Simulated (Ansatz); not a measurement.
# GeH₆O₂Si: a ladder of functionals and wavefunction methods

An exercise on one series of results from a longer session: the logs are not shown, and one member is left open.

The runs use Ansatz 0.2.0, Gaussian basis; functionals in def2-TZVPP, the program's frozen cores in correlated methods.

Levels to be run: PBE-D4, r2SCAN-D4, PBE0-D4, B3LYP-D4, ωB97X-V, ωB97M-V, B2PLYP; CCSD(T)/def2-TZVPP; MP2/def2-QZVPP; extrapolation to the limit.

### Structure used throughout

An earlier PBE0-D4 in a triple-zeta def2 set relaxation fixed the geometry.

10 atoms, charge 0, spin multiplicity 1.

Atoms are counted from 1 here; the program's logs count them from 0.

Bond lengths: O1–Si2 1.649 Å, O1–H5 0.958 Å, Si2–O3 1.639 Å, Si2–Ge4 2.376 Å, Si2–H6 1.495 Å, O3–H7 0.959 Å, Ge4–H8 1.538 Å, Ge4–H9 1.540 Å, Ge4–H10 1.537 Å. Angles: Si2–O1–H5 117.3°, O1–Si2–O3 109.2°, O1–Si2–Ge4 111.9°, O1–Si2–H6 107.2°, O3–Si2–Ge4 105.2°, O3–Si2–H6 111.4°, Ge4–Si2–H6 112.0°, Si2–O3–H7 117.7°, Si2–Ge4–H8 111.3°, Si2–Ge4–H9 109.8°, Si2–Ge4–H10 111.2°, H8–Ge4–H9 107.7°, H8–Ge4–H10 108.6°, H9–Ge4–H10 108.1°.

The first run:

in.yaml

```yaml
crystal:
  periodic: [false, false, false]
  atoms:
    - {symbol: O, position_ang: [-0.906815, 0.915210, 1.457632]}
    - {symbol: Si, position_ang: [-0.099562, -0.286055, 0.667555]}
    - {symbol: O, position_ang: [1.430530, -0.381213, 1.247818]}
    - {symbol: Ge, position_ang: [0.142642, 0.183115, -1.648906]}
    - {symbol: H, position_ang: [-1.809530, 0.736261, 1.723097]}
    - {symbol: H, position_ang: [-0.854188, -1.554846, 0.905046]}
    - {symbol: H, position_ang: [1.542899, -0.479519, 2.195407]}
    - {symbol: H, position_ang: [0.904066, -0.942653, -2.369279]}
    - {symbol: H, position_ang: [-1.245394, 0.305568, -2.305350]}
    - {symbol: H, position_ang: [0.895361, 1.504133, -1.873018]}
basis:
  gaussian: {orbitals: def2-TZVPP}
hamiltonian: {xc: pbe, dispersion: d4}
output: {forces: true, orbitals: {seedname: orbitals}}
```

Launch:

```console
$ ansatz run in.yaml --threads 2 --pin off --events-out ev --progress --plain --max-ram 22528MiB --backend cpu
```

Steps of the session up to this table: PBE-D4 (GGA); r2SCAN-D4 (meta-GGA); PBE0-D4 (hybrid); B3LYP-D4 (hybrid); ωB97X-V (range-separated); ωB97M-V (range-separated); B2PLYP (double hybrid); CCSD(T) in def2-TZVPP; MP2 in def2-QZVPP.

One table of the session follows, with a row left open; its other results are not shown here.

It belongs to the step «Atomisation energies». 

```
            method  atomisation energy (eV)
            PBE-D4                   34.185
         r2SCAN-D4                   34.242
           PBE0-D4                   33.646
          B3LYP-D4                        ?
           ωB97X-V                   34.388
           ωB97M-V                   34.169
            B2PLYP                   33.739
     HF/def2-TZVPP                   24.445
    MP2/def2-TZVPP                   33.883
   CCSD/def2-TZVPP                   33.098
CCSD(T)/def2-TZVPP                   33.542
           MP2/CBS                   34.835
       CCSD(T)/CBS                   34.494
```

Q: Estimate the row for B3LYP-D4 from the others.

**Answer.** atomisation energy (eV): 33.993. In the column «atomisation energy (eV)» it lies between MP2/def2-TZVPP (33.883) and ωB97M-V (34.169).
